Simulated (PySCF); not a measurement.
**C₂H₇GeNO: electronic excitations and core binding energies**

Wanted: the electronic excitations and core binding energies of C₂H₇GeNO (`O=CN[CH2][GeH3]`), by calculation.

Programs: PySCF 2.14.0, with density-fitted response routines of our own. Each step states its level of theory. These are calculated values for one molecule in the gas phase, unless marked as measured. Atoms count from 0, in the outputs and in this text.

## Step 1: The starting structure

12 atoms, charge 0, multiplicity 1; geometry from: GFN2-xTB.

Bonds of the start (Å): O0–C1 1.21, C1–N2 1.33, N2–C3 1.44, C3–Ge4 2.00, C1–H5 1.10, N2–H6 1.01, C3–H7 1.10, C3–H8 1.10, Ge4–H9 1.49, Ge4–H10 1.52, Ge4–H11 1.49.

## Step 2: Ultraviolet spectrum: PBE0/def2-SVPD

Job settings and geometry (Å):

```
{"job": {"kind": "uv", "xc": "PBE0", "basis": "def2-SVPD", "nstates": 8, "ntriplets": 3}, "charge": 0, "multiplicity": 1}
O      0.714728     1.611982     0.438214
C      1.530131     0.721127     0.340696
N      1.237651    -0.537150     0.023792
C     -0.115829    -0.962656    -0.236956
Ge    -1.508144     0.466706    -0.073854
H      2.605380     0.895565     0.512874
H      1.971210    -1.226829    -0.039910
H     -0.168322    -1.381398    -1.247472
H     -0.373079    -1.771573     0.454788
H     -1.427061     1.531436    -1.107776
H     -2.762896    -0.329888    -0.397078
H     -1.702572     0.981992     1.306656
```

With the program's defaults for keys left out, this is: TDDFT PBE0/def2-SVPD, vertical, gas phase, core orbitals frozen in the response.

Run with:

```
OMP_NUM_THREADS=1 python probes_run.py task.json out
```

One launch serves the whole session: the jobs run in the order shown.

The program printed:

```text
coarse grid: 45384 points
cycle   1  E = -2286.3666735301  dE =  7.657e-02  |g| = 8.224e-01  |ddm| = 4.358e+00
cycle   2  E = -2285.8392113837  dE =  5.275e-01  |g| = 1.792e+00  |ddm| = 3.520e+00
cycle   3  E = -2286.4880061070  dE = -6.488e-01  |g| = 2.127e-01  |ddm| = 2.987e+00
cycle   4  E = -2286.4944382997  dE = -6.432e-03  |g| = 8.262e-02  |ddm| = 2.454e-01
cycle   5  E = -2286.4955970530  dE = -1.159e-03  |g| = 2.212e-02  |ddm| = 9.345e-02
cycle   6  E = -2286.4956962199  dE = -9.917e-05  |g| = 5.064e-03  |ddm| = 2.649e-02
cycle   7  E = -2286.4957007903  dE = -4.570e-06  |g| = 8.906e-04  |ddm| = 6.199e-03
final grid: 95264 points
cycle   8  E = -2286.4957149131  dE =  2.836e-07  |g| = 1.630e-03  |ddm| = 6.850e-03
cycle   9  E = -2286.4957130913  dE =  1.822e-06  |g| = 3.423e-03  |ddm| = 4.328e-03
cycle  10  E = -2286.4957154616  dE = -2.370e-06  |g| = 1.793e-04  |ddm| = 3.017e-03
cycle  11  E = -2286.4957154678  dE = -6.213e-09  |g| = 2.479e-05  |ddm| = 2.075e-04
cycle  12  E = -2286.4957154680  dE = -1.223e-10  |g| = 7.554e-06  |ddm| = 3.904e-05
converged SCF energy = -2286.4957154680

Static polarisability (au): isotropic 66.595, principal 52.831 69.861 77.094

Singlet excitations
state   eV       nm        f      main configurations
  1   5.8397    212.3   0.00237   H->L+1 0.92
  2   6.7049    184.9   0.00047   H-1->L 0.96
  3   6.7569    183.5   0.00338   H->L 0.87, H-1->L+1 0.11
  4   7.1225    174.1   0.09323   H-1->L+1 0.65, H->L+2 0.18, H->L 0.09
  5   7.4284    166.9   0.03999   H->L+3 0.91
  6   7.5520    164.2   0.00272   H-1->L+3 0.86, H-1->L+2 0.11
  7   7.5702    163.8   0.00906   H->L+2 0.75, H-1->L+1 0.16
  8   7.6694    161.7   0.00746   H-1->L+2 0.84, H-1->L+3 0.12

Triplet excitations (Tamm-Dancoff, eV): 5.2814 5.3742 6.5443
```

Run time: 40 s. Hardware: 1 thread of Arm Neoverse N1, shared host; peak memory 0.69 GiB.

The orbitals next to the gap, with their largest atomic shares:

```csv
orbital,eV,atoms
HOMO−3,-9.20,"Ge4 28 %, O0 22 %, H10 17 %"
HOMO−2,-9.01,"C3 32 %, Ge4 25 %, N2 9 %"
HOMO−1,-7.79,"N2 38 %, O0 27 %, C3 9 %"
HOMO,-7.58,"O0 46 %, Ge4 16 %, H10 12 %"
LUMO,0.24,"H6 19 %, C1 15 %, C3 14 %"
LUMO+1,0.27,"C1 39 %, O0 26 %, N2 18 %"
LUMO+2,0.91,"Ge4 40 %, H6 9 %, H11 9 %"
```

With each of the 8 states as a Gaussian band of 0.4 eV half-width at 1/e, the curve within the window shown has maxima at 212 nm (ε 97), 172 nm (ε 5,100) L/(mol cm). Beyond the last state computed it falls off for lack of states. The curve at chosen wavelengths:

nm, ε (L/mol/cm) and a bar:
```
      156        647 ####
      159       1391 ########
      162       2425 ##############
      166       3931 #######################
      169       4799 ############################
      172       5142 ##############################
      175       4834 ############################
      179       3634 #####################
      182       2537 ###############
      185       1583 #########
      188        897 #####
      192        377 ##
      195        193 #
      198        110 #
      201         82 
      205         82 
      208         90 
      211         96 #
      214         96 #
      218         85 
      221         71 
      224         56 
      227         41 
      231         25 
      234         16 
      237         10
```

Further results of this job:

```csv
property,computed
dipole moment (D),4.16
polarisability (Å³),9.87
HOMO–LUMO gap (eV),7.82
−ε(HOMO) (eV),7.58
```

## Step 3: Core holes by ΔSCF: SCAN, X2C

Settings changed since step 2:

```diff
@@ -1,2 +1,2 @@
-{"job": {"kind": "uv", "xc": "PBE0", "basis": "def2-SVPD", "nstates": 8, "ntriplets": 3}, "charge": 0, "multiplicity": 1}
+{"job": {"kind": "xps"}, "charge": 0, "multiplicity": 1}
 O      0.714728     1.611982     0.438214
```

Method: delta-SCF UKS SCAN, pcX-2 on the ionised atom, pcseg-1 elsewhere, spin-free X2C.

The program printed:

```text
ground state, core basis on atom 0 (O), 149 functions
  cycle   1  E = -2304.22031335  |g| = 8.88e-01
  cycle   2  E = -2302.99426307  |g| = 2.48e+00
  cycle   3  E = -2304.35165581  |g| = 2.73e-01
  cycle   4  E = -2304.36079846  |g| = 2.01e-01
  cycle   5  E = -2304.37056979  |g| = 3.13e-02
  cycle   6  E = -2304.37078676  |g| = 1.18e-02
  cycle   7  E = -2304.37081858  |g| = 3.05e-03
  cycle   8  E = -2304.37082506  |g| = 9.89e-04
  cycle   9  E = -2304.37082420  |g| = 2.12e-04
  E(ground) = -2304.51200559 Eh
hole in O 1s of atom 0
  cycle   1  E = -2283.79033232  |g| = 2.23e+00
  cycle   2  E = -2283.12282172  |g| = 2.29e+00
  cycle   3  E = -2284.40695528  |g| = 6.96e-01
  cycle   4  E = -2284.43316136  |g| = 6.19e-01
  cycle   5  E = -2284.62342050  |g| = 7.29e-02
  cycle   6  E = -2284.62534832  |g| = 2.89e-02
  cycle   7  E = -2284.62571971  |g| = 6.84e-03
  cycle   8  E = -2284.62574274  |g| = 2.46e-03
  cycle   9  E = -2284.62575199  |g| = 1.21e-03
  cycle  10  E = -2284.62575687  |g| = 8.03e-04
  cycle  11  E = -2284.62575594  |g| = 5.03e-04
  cycle  12  E = -2284.62575708  |g| = 2.68e-04
  E(ion) = -2284.76792489 Eh   <S^2> = 0.7664   hole on atom = 1.000   binding energy = 537.264 eV
ground state, core basis on atom 1 (C), 149 functions
  cycle   1  E = -2304.34645982  |g| = 8.73e-02
  cycle   2  E = -2304.34146935  |g| = 1.71e-01
  cycle   3  E = -2304.34712880  |g| = 2.96e-02
  cycle   4  E = -2304.34729186  |g| = 1.04e-02
  cycle   5  E = -2304.34732151  |g| = 1.31e-03
  cycle   6  E = -2304.34731962  |g| = 2.30e-04
  E(ground) = -2304.49087384 Eh
hole in C 1s of atom 1
  cycle   1  E = -2292.99984020  |g| = 1.50e+00
  cycle   2  E = -2290.80220011  |g| = 2.28e+00
  cycle   3  E = -2293.33717323  |g| = 5.84e-01
  cycle   4  E = -2293.51837331  |g| = 2.70e-01
  cycle   5  E = -2293.52237530  |g| = 2.40e-01
  cycle   6  E = -2293.52605435  |g| = 2.26e-01
  cycle   7  E = -2293.54894480  |g| = 1.63e-02
  cycle   8  E = -2293.54906333  |g| = 7.88e-03
  cycle   9  E = -2293.54910911  |g| = 3.74e-03
  cycle  10  E = -2293.54912521  |g| = 2.43e-03
  cycle  11  E = -2293.54914131  |g| = 1.54e-03
  cycle  12  E = -2293.54915454  |g| = 1.32e-03
  cycle  13  E = -2293.54916039  |g| = 4.02e-04
  E(ion) = -2293.69123583 Eh   <S^2> = 0.7840   hole on atom = 1.000   binding energy = 293.873 eV
ground state, core basis on atom 2 (N), 149 functions
  cycle   1  E = -2304.35520704  |g| = 7.73e-02
  cycle   2  E = -2304.35492763  |g| = 4.77e-02
  cycle   3  E = -2304.35489856  |g| = 4.91e-02
  cycle   4  E = -2304.35531378  |g| = 1.63e-02
  cycle   5  E = -2304.35537083  |g| = 1.15e-03
  cycle   6  E = -2304.35536535  |g| = 4.21e-04
  E(ground) = -2304.49730908 Eh
hole in N 1s of atom 2
  cycle   1  E = -2288.72246830  |g| = 1.87e+00
  cycle   2  E = -2286.57912487  |g| = 2.70e+00
  cycle   3  E = -2289.05288273  |g| = 8.99e-01
  cycle   4  E = -2289.20569331  |g| = 7.39e-01
  cycle   5  E = -2289.41718829  |g| = 1.37e-01
  cycle   6  E = -2289.42522804  |g| = 4.21e-02
  cycle   7  E = -2289.42602705  |g| = 1.42e-02
  cycle   8  E = -2289.42612974  |g| = 4.60e-03
  cycle   9  E = -2289.42614071  |g| = 1.58e-03
  cycle  10  E = -2289.42614428  |g| = 6.13e-04
  cycle  11  E = -2289.42614439  |g| = 2.08e-04
  E(ion) = -2289.56662148 Eh   <S^2> = 0.7659   hole on atom = 1.000   binding energy = 406.285 eV
ground state, core basis on atom 3 (C), 149 functions
  cycle   1  E = -2304.34382272  |g| = 5.66e-02
  cycle   2  E = -2304.34377265  |g| = 1.96e-02
  cycle   3  E = -2304.34362849  |g| = 3.23e-02
  cycle   4  E = -2304.34384219  |g| = 8.12e-03
  cycle   5  E = -2304.34385481  |g| = 5.70e-04
  cycle   6  E = -2304.34385429  |g| = 1.58e-04
  E(ground) = -2304.48731553 Eh
hole in C 1s of atom 3
  cycle   1  E = -2293.06143119  |g| = 1.51e+00
  cycle   2  E = -2291.44839925  |g| = 2.32e+00
  cycle   3  E = -2293.37156235  |g| = 7.57e-01
  cycle   4  E = -2293.45446854  |g| = 6.66e-01
  cycle   5  E = -2293.62482434  |g| = 1.64e-01
  cycle   6  E = -2293.63434090  |g| = 6.95e-02
  cycle   7  E = -2293.63629355  |g| = 1.45e-02
  cycle   8  E = -2293.63637585  |g| = 5.93e-03
  cycle   9  E = -2293.63639592  |g| = 1.66e-03
  cycle  10  E = -2293.63639888  |g| = 7.17e-04
  cycle  11  E = -2293.63640102  |g| = 2.27e-04
  E(ion) = -2293.77830291 Eh   <S^2> = 0.7696   hole on atom = 1.000   binding energy = 291.407 eV
```

Wall time 67 s (1 thread of Arm Neoverse N1, shared host); peak memory 0.4 GiB.

Binding energies by hole, beside the orbital energy of the ground state; the difference holds orbital relaxation and, for a density functional, its self-interaction error:

```
     hole  stands for                 environment  ΔSCF (eV)  −ε (eV)   ⟨S²⟩
O1s on O0          O0  amide-type carbonyl oxygen     537.26    516.0  0.766
C1s on C1          C1       amide carbonyl carbon     293.87    276.4  0.784
N1s on N2          N2         amide-type nitrogen     406.28    387.2  0.766
C1s on C3          C3  sp3 CH2 bonded to Ge and N     291.41    274.7  0.770
```

## Step 4: What came out

| quantity | value |
| --- | --- |
| lowest singlet (PBE0/def2-SVPD) | 5.84 eV (212 nm), f = 0.002 |
| brightest single state of those computed | state 4, 7.12 eV, f = 0.093 |
| lowest triplet | 5.28 eV |
| C1s binding energies, SCAN/pcX-2 | C1 293.87, C3 291.41 eV |
| O1s binding energies, SCAN/pcX-2 | O0 537.26 eV |
| N1s binding energies, SCAN/pcX-2 | N2 406.28 eV |

What this shows: The lowest singlet, at 5.84 eV, is HOMO→LUMO+1 0.92 and is weak; of the 8 states computed, the strongest absorption comes from state 4 at 7.12 eV. The lowest triplet lies 0.56 eV below the lowest singlet (triplets in Tamm-Dancoff, singlets in full TDDFT). C1 (amide carbonyl carbon) binds its C1s electron 2.47 eV more tightly than C3 (sp3 CH2 bonded to Ge and N).
